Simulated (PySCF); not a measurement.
# F2Sn (SnF2): the cost of one run

Programs: PySCF 2.14.0, with routines of our own; each step states its level. All values are computed. Atoms count from 0.

### 1 The starting structure

3 atoms, charge 0, multiplicity 1; geometry from: GFN2-xTB.

### 2 Relaxing the molecule at PBE0-D3(BJ)/def2-SVP

Job settings and geometry (Å):

```
{"job": {"xc": "PBE0", "basis": "def2-SVP", "d3": "d3bj", "grid": 1, "maxiter": 30, "shake": 0.03, "kind": "geom"}, "charge": 0, "multiplicity": 1}
Sn     0.066520    -0.084230    -0.852610
F      1.601280    -0.034810     0.436590
F     -1.684210     0.021830     0.396130
```

Launch:

```bash
$ OMP_NUM_THREADS=1 python heavy_run.py task.json out
```

This one command runs all jobs of the session in turn.

**Question.** How long does this first job take on 1 thread of Arm Neoverse V2, shared host, and how much memory does it need?

About 5.5 s, with a peak of 0.24 GiB.
